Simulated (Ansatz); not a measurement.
# CMo: the cost of one run

Method: def2-QZVPP, core rule «outside noble gas», up to 5 orbitals frozen; program: Ansatz 0.2.0, Gaussian basis.

The runs, in order: UHF; ROHF; CCSD(T) on UHF.

2 further runs of the same task are left out: 2 set aside as unsound or not needed.

## Step 1: What is computed

The geometry is a PBE0/def2-TZVP stationary point (not a proven minimum) of the parent state, kept for this charge and spin. No spin-orbit coupling is included. Elements past krypton take def2 core potentials.

2 atoms, charge 1, spin multiplicity 4.

Atoms are counted from 1 here; the program's logs count them from 0.

Bond lengths: Mo1–C2 1.654 Å.

As a file:

```xyz
2

Mo    0.0000    0.0000    0.0000
C     0.0000    0.0000    1.6536
```

## Step 2: UHF

in.yaml

```yaml
crystal:
  periodic: [false, false, false]
  atoms:
    - {symbol: Mo, position_ang: [0.000000, 0.000000, 0.000000]}
    - {symbol: C, position_ang: [0.000000, 0.000000, 1.653600]}
basis:
  gaussian: {orbitals: "def2-QZVPP.json"}
total_charge: 1
magnetization: {spin_polarized: true, initial_magnetization: 3}
hamiltonian: {xc: hf}
output: {orbitals: {seedname: orbitals}}
```

Command:

```sh
> ansatz run in.yaml --threads 1 --pin off --events-out ev --progress --plain --max-ram 2560MiB --backend cpu
```

What time and memory should one allow on 1 thread of AMD EPYC 7R13, shared host?

About 12 s, with a peak of 0.29 GiB.
